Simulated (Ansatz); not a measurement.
# BrFH₂OSi (SMILES O[SiH](F)Br): a relaxed scan of the bond length Si2–F3

An exercise on one series of results from a longer session: the logs are not shown, and one member is left open.

Program: Ansatz 0.2.0, Gaussian basis. Level of theory: single points in def2-TZVPP. These are calculated values, not measurements.

Levels: PBE-D4, r2SCAN-D4, PBE0-D4, B3LYP-D4, wB97M-V, Hartree-Fock, MP2, CCSD, CCSD(T). The scan takes 1.301, 1.368, 1.466, 1.580, 1.707, 1.843, 1.988, 2.141, 2.300 Å.

Correlated methods freeze the cores. Filled d shells of the heavier atoms are correlated. B3LYP uses VWN-RPA correlation.

18 further runs of the same task are left out: 18 set aside as unsound or not needed.

## The system as given

SMILES `O[SiH](F)Br`, 6 atoms, charge 0, spin multiplicity 1.

Atoms are counted from 1 here; the program's logs count them from 0.

Bond lengths: O1–Si2 1.632 Å, O1–H5 1.020 Å, Si2–F3 1.604 Å, Si2–Br4 2.129 Å, Si2–H6 1.476 Å. Angles: Si2–O1–H5 113.1°, O1–Si2–F3 106.3°, O1–Si2–Br4 109.7°, O1–Si2–H6 108.5°, F3–Si2–Br4 108.7°, F3–Si2–H6 112.2°, Br4–Si2–H6 111.3°.

Coordinates:

```
atom     x (Å)     y (Å)     z (Å)
  O1   0.63840   1.12010  -0.23000
 Si2   0.05780  -0.33020   0.24120
  F3   0.24370  -1.31870  -1.00850
 Br4  -2.02000  -0.16480   0.67680
  H5   0.30250   1.40640  -1.14990
  H6   0.81960  -0.77670   1.42420
```

The first run:

pre/in.yaml

```yaml
crystal:
  periodic: [false, false, false]
  atoms:
    - {symbol: O, position_ang: [0.638400, 1.120100, -0.230000]}
    - {symbol: Si, position_ang: [0.057800, -0.330200, 0.241200]}
    - {symbol: F, position_ang: [0.243700, -1.318700, -1.008500]}
    - {symbol: Br, position_ang: [-2.020000, -0.164800, 0.676800]}
    - {symbol: H, position_ang: [0.302500, 1.406400, -1.149900]}
    - {symbol: H, position_ang: [0.819600, -0.776700, 1.424200]}
basis:
  gaussian: {orbitals: def2-SVP}
hamiltonian: {xc: pbe, dispersion: d4}
relax: {f_tol: 0.03, max_steps: 250}
```

The command line of these runs was not kept.

Among the steps run: A first relaxation in a small basis; Relaxation at PBE0-D4; Reference energies at the minimum; Si2–F3 = 1.301 Å; Si2–F3 = 1.368 Å; Si2–F3 = 1.466 Å; Si2–F3 = 1.580 Å; Si2–F3 = 1.707 Å; Si2–F3 = 1.843 Å; Si2–F3 = 1.988 Å; Si2–F3 = 2.141 Å; Si2–F3 = 2.300 Å.

One table of the session follows, with a row left open; its other results are not shown here.

Energies less that of the minimum at the same level (kJ/mol):

| bond length (Å) | PBE-D4 | PBE0-D4 | B3LYP-D4 | wB97M-V | Hartree-Fock |
| --- | --- | --- | --- | --- | --- |
| 1.301 | 265.2 | 246.2 | 252.0 | 251.7 | 223.5 |
| 1.368 | 138.5 | 124.1 | 128.5 | 127.7 | 106.4 |
| 1.466 | 38.2 | 30.5 | 32.9 | 32.2 | 20.4 |
| 1.580 | 0.5 | 0.1 | 0.2 | 0.1 | -0.5 |
| 1.586 (minimum) | 0.0 | 0.0 | 0.0 | 0.0 | 0.0 |
| 1.707 | 12.0 | 19.2 | 16.9 | 18.1 | 29.3 |
| 1.843 | 53.9 | 68.6 | 63.8 | 66.9 | 89.7 |
| 1.988 | 111.5 | 133.3 | 125.9 | 131.9 | 165.1 |
| 2.141 | ? | ? | ? | ? | ? |
| 2.300 | 237.9 | 272.2 | 259.7 | 273.5 | 321.9 |

**Question.** Estimate the row for bond length (Å) = 2.141.

Worked estimate for «PBE-D4». A straight line through the neighbours (1.988, 111.5) and (2.300, 237.9) gives 111.5 + (237.9 − 111.5) × (2.141 − 1.988) / (2.300 − 1.988) = 173.5; a parabola fitted to 3 rows on both sides gives 173.1.

The run gave: PBE-D4: 175.0; PBE0-D4: 203.3; B3LYP-D4: 193.2; wB97M-V: 203.0; Hartree-Fock: 244.9. In «PBE-D4» the line misses by -1.5 and the parabola by -1.9.

To keep in mind: A polynomial through the near points puts the CCSD(T) minimum 0.001 Å below the PBE0-D4 value.
